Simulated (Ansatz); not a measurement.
# Mn3Sn (P6_3/mmc) in Ansatz: equation of state

How stiff is Mn3Sn in PBEsol, and what volume does it want? The cell is scaled to several volumes.

Program: Ansatz 0.2.0. These are calculated values, not measurements. Logs are shortened: lines on timing, memory, paths and dates and some standing lists are left out, and cuts for length are marked.

### Step 1. The crystal as given

The structure is hexagonal, space group P6_3/mmc (No. 194). Conventional cell: a = 5.670 Å, b = 5.670 Å, c = 4.530 Å, α = 90.00°, β = 90.00°, γ = 120.00°. Sn (site symmetry -6m2) is surrounded by 12 Mn at 2.79 to 2.84 Å. Around Mn (site symmetry mm2) lie 4 Sn at 2.79 to 2.84 Å and 8 Mn at 2.80 to 2.84 Å.

### Step 2. Single point, PBEsol, collinear spin, ferromagnetic start, 14.82 Å³/atom (volume scaled by 0.94)

Contents of input.yaml:

```yaml
crystal:
  lattice:
    - [5.5542532364, 0.0, 0.0]
    - [-2.7771266182, 4.8101244018, 0.0]
    - [0.0, 0.0, 4.4375250725]
  atoms:
    - { symbol: Sn, position: [0.6666666667, 0.3333333333, 0.75] }
    - { symbol: Sn, position: [0.3333333333, 0.6666666667, 0.25] }
    - { symbol: Mn, position: [0.6659999999, 0.833, 0.75], spin: 4.0 }
    - { symbol: Mn, position: [0.833, 0.1670000001, 0.25], spin: 4.0 }
    - { symbol: Mn, position: [0.1670000001, 0.3340000001, 0.75], spin: 4.0 }
    - { symbol: Mn, position: [0.3340000001, 0.1670000001, 0.25], spin: 4.0 }
    - { symbol: Mn, position: [0.1670000001, 0.833, 0.75], spin: 4.0 }
    - { symbol: Mn, position: [0.833, 0.6659999999, 0.25], spin: 4.0 }
hamiltonian:
  xc: pbesol
  pseudopotentials: { kind: paw }
magnetization:
  spin_polarized: true
kpoints:
  mp_grid: { grid: [6, 6, 6] }
scf:
  occupations: { method: fermi_dirac, width: 0.05 }
output:
  forces: true
  stress: true
  eigenvalues: true
```

Potentials or basis: Ansatz PAW.

On the command line:

```
ansatz run input.yaml --threads 4 --pin off --max-ram 11264MiB --backend cpu --events-out ev --progress --plain --runs-dir out
```

Output:

```text
Warning: RAYON_NUM_THREADS=4 ignored (pool sized by the plan → 4); use --threads N
Engine: ansatz 0.2.0, x86_64-unknown-linux-gnu
Pseudopotentials: kind: paw
Pseudopotential: Sn, paw, valence charge 14, recommended cutoff 420 eV (normal), Sn.paw.azcp
Pseudopotential: Mn, paw, valence charge 15, recommended cutoff 420 eV (normal), Mn.paw.azcp
Functional definition: PBEsol
  exchange = pbesol_x
  correlation = pbesol_c
Crystal: 8 atoms, lattice volume = 118.556 Å³
Basis set: ecut = 420 eV, 2331 PW (Γ), exchange–correlation on 80×80×60 points (8 copies of the dense FFT grid, shifted against one another)
Bands: 86, of which v1, the nominal top of the filled ones, is band 59 counted from 1 (58 counted from 0)
Symmetry: 24 space group operations
Space group: P63/mmc (ITA 194), of the structure as read, at distance tolerance 4.9e-5 Å
Magnetic group: BNS 194.263 (UNI 1493), of the structure as read, at distance tolerance 4.9e-5 Å
k-points: 28 of 216
Non-local potential: Sn, projectors of the file, l = 0: 2, l = 1: 2, l = 2: 2, l = 3: 2
Non-local potential: Mn, projectors of the file, l = 0: 3, l = 1: 2, l = 2: 3, l = 3: 1
PAW form: soft (Blöchl's): semilocal exchange-correlation on the pseudo side does not see the compensation charge
PAW frozen core: Sn, regenerated for the run's functional, and the local potential with it (the file was generated under x = pbe(κ = 0.804, μ = 0.2195149727645171), c = pbe(β = 0.06672455060314922))
PAW frozen core: Mn, regenerated for the run's functional, and the local potential with it (the file was generated under x = pbe(κ = 0.804, μ = 0.2195149727645171), c = pbe(β = 0.06672455060314922))
PAW one-centre angular grid: Sn, 590 points (default); XC on 64 Gauss nodes
PAW one-centre angular grid: Mn, 590 points (default); XC on 64 Gauss nodes
Initial density: superposition of atomic densities (chi_scale 0.1, normalization cell)
Starting moments: Σ|m| = 24 μB on 6 of 8 sites
Initial wavefunctions: pseudopotential atomic-orbital guess
Functional: x = pbesol(κ = 0.804, μ = 0.12345679012345678), c = pbesol(β = 0.046)
SCF iter   1: F=—  HF=-35110.576412 eV  |F-HF|=—  |Δ(HF+E_count)|=         —  Δρ=1.37e-1 (↑1.37e-1 ↓8.47e-2)  dr2=4.23e0  dr2_m=1.30e1  M=14.694 μB ∫|m|=15.229 μB  β_m=0.30  ethr=3.10e-3  ⟨swp⟩=5.9  Hψ=17509  notcnv=0  defer=63
Mixer restart at iter 1: flushing history
preconditioner: auto → Kerker (q_TF=auto, 2.726 Å⁻¹)  [metal: Δε(μ)=0.009 eV  Ē_g=12.378 eV  σ=0.050 eV  W_gap=0.05  n_scr=44 (ndim 8)  ℏωp=28.5 eV  f_vac=0.000  D(μ)=13.04/eV (n_scr^D=162)]
spin=Collinear: Kerker preconditioning applied to the charge; magnetization (m = ρ↑ − ρ↓) channel mixes plain (no charge-response kernel on spin).
SCF iter   2: F=—  HF=-35106.920167 eV  |F-HF|=—  |Δ(HF+E_count)|=    3.66e0  Δρ=3.06e-2 (↑2.54e-2 ↓3.06e-2)  dr2=9.07e-1  dr2_m=7.22e-1  M=18.106 μB ∫|m|=18.740 μB  β_m=0.34  ethr=3.10e-3  ⟨swp⟩=2.1  Hψ=6411  notcnv=0  defer=597
SCF iter   3: F=—  HF=-35108.435975 eV  |F-HF|=—  |Δ(HF+E_count)|=    1.52e0  Δρ=2.13e-2 (↑1.18e-2 ↓2.13e-2)  dr2=7.64e-1  dr2_m=2.15e-1  M=18.168 μB ∫|m|=18.861 μB  β_m=0.67  ethr=7.69e-4  ⟨swp⟩=2.0  Hψ=5590  notcnv=0  defer=597
SCF iter   4: F=—  HF=-35110.026675 eV  |F-HF|=—  |Δ(HF+E_count)|=    1.59e0  Δρ=5.44e-3 (↑5.44e-3 ↓3.51e-3)  dr2=1.57e-1  dr2_m=5.74e-3  M=17.839 μB ∫|m|=18.634 μB  β_m=0.80  ethr=6.47e-4  ⟨swp⟩=3.9  Hψ=9657  notcnv=0  defer=599
SCF iter   5: F=—  HF=-35109.988832 eV  |F-HF|=—  |Δ(HF+E_count)|=         —  Δρ=1.28e-3 (↑1.28e-3 ↓1.16e-3)  dr2=1.97e-2  dr2_m=1.03e-4  M=17.869 μB ∫|m|=18.644 μB  β_m=0.80  ethr=1.33e-4  ⟨swp⟩=2.3  Hψ=7359  notcnv=0  defer=594
Mixer restart at iter 5: flushing history
SCF iter   6: F=—  HF=-35109.988575 eV  |F-HF|=—  |Δ(HF+E_count)|=   2.57e-4  Δρ=2.77e-3 (↑2.77e-3 ↓8.91e-4)  dr2=1.01e-2  dr2_m=1.30e-3  M=17.818 μB ∫|m|=18.586 μB  β_m=0.76  ethr=1.67e-5  ⟨swp⟩=2.1  Hψ=6916  notcnv=0  defer=594
SCF iter   7: F=—  HF=-35109.989637 eV  |F-HF|=—  |Δ(HF+E_count)|=   1.06e-3  Δρ=1.14e-3 (↑1.14e-3 ↓5.44e-4)  dr2=1.58e-3  dr2_m=6.56e-4  M=17.879 μB ∫|m|=18.651 μB  β_m=0.72  ethr=8.60e-6  ⟨swp⟩=2.0  Hψ=8274  notcnv=0  defer=594
SCF iter   8: F=—  HF=-35109.989208 eV  |F-HF|=—  |Δ(HF+E_count)|=   4.29e-4  Δρ=3.39e-4 (↑3.39e-4 ↓3.17e-4)  dr2=7.20e-5  dr2_m=9.56e-5  M=17.874 μB ∫|m|=18.645 μB  β_m=0.86  ethr=1.34e-6  ⟨swp⟩=1.8  Hψ=5273  notcnv=0  defer=594
SCF iter   9: F=—  HF=-35109.989216 eV  |F-HF|=—  |Δ(HF+E_count)|=   7.71e-6  Δρ=2.19e-4 (↑2.19e-4 ↓5.70e-5)  dr2=3.14e-5  dr2_m=1.63e-5  M=17.880 μB ∫|m|=18.652 μB  β_m=0.88  ethr=6.10e-8  ⟨swp⟩=2.2  Hψ=7412  notcnv=0  defer=594
SCF iter  10: F=—  HF=-35109.989205 eV  |F-HF|=—  |Δ(HF+E_count)|=   1.09e-5  Δρ=4.56e-5 (↑4.56e-5 ↓1.26e-5)  dr2=2.49e-6  dr2_m=5.76e-7  M=17.879 μB ∫|m|=18.651 μB  β_m=0.91  ethr=2.66e-8  ⟨swp⟩=2.0  Hψ=6744  notcnv=0  defer=594
SCF iter  11: F=—  HF=-35109.989204 eV  |F-HF|=—  |Δ(HF+E_count)|=   6.51e-7  Δρ=1.04e-5 (↑1.04e-5 ↓3.10e-6)  dr2=1.50e-7  dr2_m=2.67e-8  M=17.879 μB ∫|m|=18.650 μB  β_m=0.96  ethr=2.11e-9  ⟨swp⟩=2.5  Hψ=7124  notcnv=0  defer=594
SCF iter  12: F=-35109.989204 eV  HF=-35109.989204 eV  |F-HF|=2.89e-9  |Δ(HF+E_count)|=   3.71e-8  Δρ=8.81e-7 (↑8.81e-7 ↓8.41e-7)  dr2=4.67e-9  dr2_m=2.45e-11  M=17.879 μB ∫|m|=18.651 μB  ethr=8.47e-11  ⟨swp⟩=9.3  Hψ=22687  notcnv=0
SCF 1 converged in 12 iterations: F = -35109.989204 eV  dr2 = 4.67e-9
[... 1 line left out ...]
Starting moments: Σ|m| = 24 μB on 6 of 8 sites; this step starts from the density that it was given
[... 4 lines left out ...]
spin=Collinear: Kerker preconditioning applied to the charge; magnetization (m = ρ↑ − ρ↓) channel mixes plain (no charge-response kernel on spin).
[... 3 lines left out ...]
an SCF towards the filling of the open d shells in which the orbitals that avoid the neighbouring atoms hold both spins ahead of the others, with the run's symmetry operations kept, reached no lower state that the run goes on to. This is no proof of a minimum
WARN: an SCF from ferrimagnetic starting moments (0.00, 0.00, -4.00, 4.00, 4.00, -4.00, 4.00, 4.00 Bohr magnetons, atom by atom) was not made, by what the run has read of turns of its moments that order reads lower: the deck asks for what bars it, or types moments that do (magnetization.spin_polarized, in the input reference, names some of the keys), or the run goes by scf.lower_state_search: light, the default, which as a rule tries one only behind a close that has lost an order of both signs, or on which an open d or half-filled 4f shell of a PAW file has lost a moment that was set nearer to Hund's than to what is left; or, under a Hubbard U, one that names an f shell that the input leaves bare beside given moments, or a larger moment for a shell of low spin that is given one. standard, with a start from the atoms, tries one behind each close (in a relaxation, ahead of its steps or at their end). To set out from that order, type those moments (crystal.atoms[].spin; where shells were raised to Hund's moment, beside crystal.symmetry.detect: false) under scf.lower_state_search: light. The bands of the close that named these starting moments, or of the one ahead of a search that led to it (under cold or Methfessel-Paxton smearing those of the Gaussian ahead of it) read a cost of -1157.33 meV for the turn to them, carried on from a small turn (-1157.33 by the pairs of d shells alone)
SCF converged after 12 iterations
Magnetization: 17.8789 μB (67.9395 up, 50.0605 down)
Absolute magnetization: 18.6562 μB (∫|ρ↑−ρ↓|, with the PAW one-centre terms)
Spin contamination: 0.2984 ħ² per cell (⟨S²⟩ above its minimum at these occupations)
Per-site moments (μB) at R_I (Å): [(-0.10833063539573723, 1.1284302970250715), (-0.1083306353957374, 1.1284302970250715), (2.9561957762838325, 1.1284302970250715), (2.9561957762838333, 1.1284302970250717), (2.9561957762838333, 1.1284302970250717), (2.956195776283834, 1.1284302970250717), (2.956195776283833, 1.1284302970250717), (2.9561957762838325, 1.1284302970250715)]
Free energy (F): -35109.989204 eV
Harris-Foulkes:  -35109.989204 eV  (|F-HF|=2.89e-9)
Internal energy: -35109.930840 eV  (E = F + TS)
E sigma→0 (E₀):  -35109.960022 eV
Entropy (-TS):   -0.058364 eV (-7.296 meV/atom)
Fermi energy:    16.093291 eV
--- Per-component energies (eV) ---
  E_band       = -1306.166277
  E_kinetic    = 2210.885828
  E_local      = -12246.397753  (includes V_loc(G=0)·N_el)
  E_nonlocal   = 1422.791780
  E_hartree    = 5451.861171
  E_xc         = -1433.814712
  E_vxc        = -1062.698027  (∫ρ·V_xc dr)
  E_paw        = -15776.853984  (= ΣΔE_a)
  E_vpaw       = -2534.465166  (= ΣTr[D̂ρ^β])
  E_aug_tail   = -0.000058  (compensation charges beyond the density's cutoff)
  E_ewald      = -14739.990694
  E_core_change = 1.587581  (= ΣΔE_core)
  E_smearing   = -0.058364  (= −TS)
  E_closure    = 0.000000  (closes the sum)
  Σ components = -35109.989204   (vs F -35109.989204, Δ=0.00e0)
--- Forces (eV/Å), atoms counted from 1 ---
  atom   1  Sn     0.00000000     0.00000000     0.00000000
  atom   2  Sn    -0.00000000    -0.00000000     0.00000000
  atom   3  Mn     0.53610665     0.30952132     0.00000000
  atom   4  Mn     0.53610665    -0.30952132     0.00000000
  atom   5  Mn     0.00000000    -0.61904264     0.00000000
  atom   6  Mn    -0.53610665    -0.30952132     0.00000000
  atom   7  Mn    -0.53610665     0.30952132     0.00000000
  atom   8  Mn     0.00000000     0.61904264     0.00000000
  max |Σ_I F_I| component: 4.42e-16 eV/Å
--- Stress (GPa, compression-positive) ---
       -4.413660      -0.000000       0.000000
       -0.000000      -4.413660       0.000000
        0.000000       0.000000      -2.397813
  P = ⅓ Tr σ = -3.7417 GPa (-37.417 kbar)
--- Band table (eV; the first three rows and the last of 56) ---
[... 4 lines left out ...]
```

Run time: 85 s. Hardware: 4 threads of AMD EPYC 7R43 (Zen 3), shared host; peak memory 1.9 GiB.

What came out:

```
Free energy            : -35109.9892 eV
Pressure               : -3.7 GPa
Largest force          : 0.619 eV/Å
Band gap on the k mesh : none (metal or under the smearing width)
Net moment             : 17.88 μB per cell
Absolute moment        : 18.66 μB per cell
Site moments           : Sn -0.11; Mn +2.96 μB
```

Caveat: the magnetic or orbital state may not be the lowest; the PAW data sets come from PBE, with cores solved anew for the run's functional, which leaves a small shift of forces and pressure.

### Step 3. Single point, PBEsol, collinear spin, ferromagnetic start, 15.13 Å³/atom (volume scaled by 0.96)

Edit input.yaml of step 2 so:

```diff
@@ -2,5 +2,5 @@
   lattice:
-    - [5.5542532364, 0.0, 0.0]
-    - [-2.7771266182, 4.8101244018, 0.0]
-    - [0.0, 0.0, 4.4375250725]
+    - [5.5933689846, 0.0, 0.0]
+    - [-2.7966844923, 4.8439996334, 0.0]
+    - [0.0, 0.0, 4.4687762787]
   atoms:
@@ -27 +27,5 @@
   eigenvalues: true
+  write_density: true
+  write_potential: true
+  elf: true
+  volumetric_format: npy
```

Potentials or basis: Ansatz PAW.

On the command line:

```
ansatz run input.yaml --threads 4 --pin off --max-ram 11264MiB --backend cpu --events-out ev --progress --plain --runs-dir out
```

It took 79 s on 4 threads of AMD EPYC 7R43 (Zen 3), shared host; peak memory 2 GiB.

It converged, with:

```yaml
Free_energy: -35109.9140 eV
Pressure: -5.8 GPa
Largest_force: 0.543 eV/Å
Band_gap_on_the_k_mesh: none (metal or under the smearing width)
Net_moment: 18.21 μB per cell
Absolute_moment: 19.03 μB per cell
Site_moments: Sn -0.11; Mn +3.02 μB
```

Caveat: the magnetic or orbital state may not be the lowest; the PAW data sets come from PBE, with cores solved anew for the run's functional, which leaves a small shift of forces and pressure.

### Step 4. Single point, PBEsol, collinear spin, ferromagnetic start, 15.45 Å³/atom (volume scaled by 0.98)

Edit input.yaml of step 3 so:

```diff
@@ -2,5 +2,5 @@
   lattice:
-    - [5.5933689846, 0.0, 0.0]
-    - [-2.7966844923, 4.8439996334, 0.0]
-    - [0.0, 0.0, 4.4687762787]
+    - [5.6319451621, 0.0, 0.0]
+    - [-2.8159725811, 4.8774075832, 0.0]
+    - [0.0, 0.0, 4.4995963994]
   atoms:
@@ -27,5 +27 @@
   eigenvalues: true
-  write_density: true
-  write_potential: true
-  elf: true
-  volumetric_format: npy
```

On the command line:

```
ansatz run input.yaml --threads 4 --pin off --max-ram 11264MiB --backend cpu --events-out ev --progress --plain --runs-dir out
```

Wall time 23 s (4 threads of AMD EPYC 7R43 (Zen 3), shared host); peak memory 0.91 GiB.

It converged, with:

* Free energy: -35109.8090 eV
* Pressure: -7.5 GPa
* Largest force: 0.468 eV/Å
* Band gap on the k mesh: none (metal or under the smearing width)
* Net moment: 18.53 μB per cell
* Absolute moment: 19.39 μB per cell
* Site moments: Sn -0.12; Mn +3.08 μB

Caveat: the magnetic or orbital state may not be the lowest; the PAW data sets come from PBE, with cores solved anew for the run's functional, which leaves a small shift of forces and pressure.

### Step 5. Single point, PBEsol, collinear spin, ferromagnetic start, 15.77 Å³/atom

Edit input.yaml of step 4 so:

```diff
@@ -2,5 +2,5 @@
   lattice:
-    - [5.6319451621, 0.0, 0.0]
-    - [-2.8159725811, 4.8774075832, 0.0]
-    - [0.0, 0.0, 4.4995963994]
+    - [5.67, 0.0, 0.0]
+    - [-2.835, 4.9103640395, 0.0]
+    - [0.0, 0.0, 4.53]
   atoms:
```

On the command line:

```
ansatz run input.yaml --threads 4 --pin off --max-ram 11264MiB --backend cpu --events-out ev --progress --plain --runs-dir out
```

Run time: 24 s. Hardware: 4 threads of AMD EPYC 7R43 (Zen 3), shared host; peak memory 0.9 GiB.

It converged, with:

| Quantity | Value |
| --- | --- |
| Free energy | -35109.6775 eV |
| Pressure | -9.1 GPa |
| Largest force | 0.409 eV/Å |
| Band gap on the k mesh | none (metal or under the smearing width) |
| Net moment | 18.82 μB per cell |
| Absolute moment | 19.72 μB per cell |
| Site moments | Sn -0.12; Mn +3.13 μB |

Caveat: the magnetic or orbital state may not be the lowest; the PAW data sets come from PBE, with cores solved anew for the run's functional, which leaves a small shift of forces and pressure.

### Step 6. Single point, PBEsol, collinear spin, ferromagnetic start, 16.08 Å³/atom (volume scaled by 1.02)

Edit input.yaml of step 5 so:

```diff
@@ -2,5 +2,5 @@
   lattice:
-    - [5.67, 0.0, 0.0]
-    - [-2.835, 4.9103640395, 0.0]
-    - [0.0, 0.0, 4.53]
+    - [5.7075507632, 0.0, 0.0]
+    - [-2.8537753816, 4.9428839544, 0.0]
+    - [0.0, 0.0, 4.5600008743]
   atoms:
```

Potentials or basis: Ansatz PAW.

On the command line:

```
ansatz run input.yaml --threads 4 --pin off --max-ram 11264MiB --backend cpu --events-out ev --progress --plain --runs-dir out
```

Wall time 22 s (4 threads of AMD EPYC 7R43 (Zen 3), shared host); peak memory 0.92 GiB.

It converged, with:

* Free energy: -35109.5222 eV
* Pressure: -10.5 GPa
* Largest force: 0.363 eV/Å
* Band gap on the k mesh: none (metal or under the smearing width)
* Net moment: 19.09 μB per cell
* Absolute moment: 20.02 μB per cell
* Site moments: Sn -0.13; Mn +3.18 μB

Caveat: the magnetic or orbital state may not be the lowest; the PAW data sets come from PBE, with cores solved anew for the run's functional, which leaves a small shift of forces and pressure.

### Step 7. Single point, PBEsol, collinear spin, ferromagnetic start, 16.40 Å³/atom (volume scaled by 1.04)

Edit input.yaml of step 6 so:

```diff
@@ -2,5 +2,5 @@
   lattice:
-    - [5.7075507632, 0.0, 0.0]
-    - [-2.8537753816, 4.9428839544, 0.0]
-    - [0.0, 0.0, 4.5600008743]
+    - [5.7446138197, 0.0, 0.0]
+    - [-2.8723069098, 4.9749815028, 0.0]
+    - [0.0, 0.0, 4.5896120993]
   atoms:
@@ -27 +27,5 @@
   eigenvalues: true
+  write_density: true
+  write_potential: true
+  elf: true
+  volumetric_format: npy
```

On the command line:

```
ansatz run input.yaml --threads 4 --pin off --max-ram 11264MiB --backend cpu --events-out ev --progress --plain --runs-dir out
```

It took 44 s on 4 threads of AMD EPYC 7R43 (Zen 3), shared host; peak memory 0.93 GiB.

Results (log left out):

| Item | Value |
| --- | --- |
| Free energy | -35109.3466 eV |
| Pressure | -11.7 GPa |
| Largest force | 0.329 eV/Å |
| Band gap on the k mesh | none (metal or under the smearing width) |
| Net moment | 19.37 μB per cell |
| Absolute moment | 20.34 μB per cell |
| Site moments | Sn -0.13; Mn +3.23 μB |

Caveat: the magnetic or orbital state may not be the lowest; the PAW data sets come from PBE, with cores solved anew for the run's functional, which leaves a small shift of forces and pressure.

### Step 8. Single point, PBEsol, collinear spin, ferromagnetic start, 16.71 Å³/atom (volume scaled by 1.06)

Edit input.yaml of step 7 so:

```diff
@@ -2,5 +2,5 @@
   lattice:
-    - [5.7446138197, 0.0, 0.0]
-    - [-2.8723069098, 4.9749815028, 0.0]
-    - [0.0, 0.0, 4.5896120993]
+    - [5.7812047031, 0.0, 0.0]
+    - [-2.8906023516, 5.0066701374, 0.0]
+    - [0.0, 0.0, 4.6188460856]
   atoms:
```

On the command line:

```
ansatz run input.yaml --threads 4 --pin off --max-ram 11264MiB --backend cpu --events-out ev --progress --plain --runs-dir out
```

Wall time 36 s (4 threads of AMD EPYC 7R43 (Zen 3), shared host); peak memory 0.93 GiB.

Results (log left out):

* Free energy: -35109.1552 eV
* Pressure: -12.5 GPa
* Largest force: 0.306 eV/Å
* Band gap on the k mesh: none (metal or under the smearing width)
* Net moment: 19.71 μB per cell
* Absolute moment: 20.70 μB per cell
* Site moments: Sn -0.14; Mn +3.29 μB

Caveat: the magnetic or orbital state may not be the lowest; the PAW data sets come from PBE, with cores solved anew for the run's functional, which leaves a small shift of forces and pressure.

### Step 9. Equation of state, PBEsol, collinear spin, ferromagnetic start

Potentials or basis: Ansatz PAW.

No new run: the results of the series are fitted here.

What came out:

| Item | Value |
| --- | --- |
| Equilibrium volume | 14.35 Å³/atom (rough: see the caveat) |
| Bulk modulus at fixed shape and positions | 125 GPa (rough) |

Energy against volume, from the lowest point:
```csv
volume (Å³/atom),energy (meV/atom)
14.819,0.00
15.135,9.40
15.450,22.52
15.765,38.96
16.081,58.37
16.396,80.32
16.711,104.26
```

Caveat: the minimum lies outside the volumes run; the cell was scaled at fixed shape and fractional positions, which overstates the stiffness of a crystal with free parameters, most of all of layers and chains.
